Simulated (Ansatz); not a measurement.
# Te4W: the cost of one run

Program: Ansatz 0.2.0. Level of theory: DFT PBE, scalar-relativistic, plane waves, PAW. These are calculated values, not measurements.

## 1. The starting structure

The structure is tetragonal, space group P4/mmm (No. 123). Conventional cell: a = 4.497 Å, b = 4.497 Å, c = 8.383 Å, α = 90.00°, β = 90.00°, γ = 90.00°. Te (site symmetry 4mm) is surrounded by 1 Te at 2.40 Å. Te (site symmetry 4/mmm) is surrounded by 12 Te at 3.18 to 3.98 Å and 2 W at 4.19 Å. Te (site symmetry 4/mmm) is surrounded by 2 Te at 2.40 Å. W (site symmetry 4/mmm) has 10 Te at 3.65 to 4.19 Å as nearest neighbours.

As a file:

```xyz
5
Lattice="4.4975 0.0000 0.0000 0.0000 4.4975 0.0000 0.0000 0.0000 8.3827" Properties=species:S:1:pos:R:3 pbc="T T T"
Te    2.2487    2.2487    2.3959
Te    2.2487    2.2487    5.9867
Te    0.0000    0.0000    0.0000
Te    2.2487    2.2487    0.0000
W     0.0000    0.0000    4.1913
```

Recipe of the guess: random cell by space group and Wyckoff sites (P4/mmm, No. 123). Lengths come from tabulated atomic sizes and are only a guess.

## 2. Probe: one point on a coarse mesh

Input file input.yaml:

```yaml
crystal:
  lattice:
    - [4.49745793, 0.0, 0.0]
    - [0.0, 4.49745793, 0.0]
    - [0.0, 0.0, 8.38265442]
  atoms:
    - { symbol: Te, position: [0.5, 0.5, 0.28582175] }
    - { symbol: Te, position: [0.5, 0.5, 0.71417825] }
    - { symbol: Te, position: [0.0, 0.0, 0.0] }
    - { symbol: Te, position: [0.5, 0.5, 0.0] }
    - { symbol: W, position: [0.0, 0.0, 0.5] }
basis:
  ecutwfc: 420
kpoints:
  mp_grid: { grid: [4, 4, 2] }
hamiltonian:
  xc: pbe
scf:
  occupations: { method: gaussian, width: 0.1 }
  lower_state_search: "off"
output:
  forces: true
  stress: true
  eigenvalues: true
```

Command:

```console
ansatz run input.yaml --threads 1 --pin off --max-ram 2560MiB --backend cpu --events-out ev --progress --plain --runs-dir out
```

Q: Estimate wall time and peak memory on 1 thread of Arm Neoverse N1, shared host.

About 11 s, with a peak of 0.41 GiB.
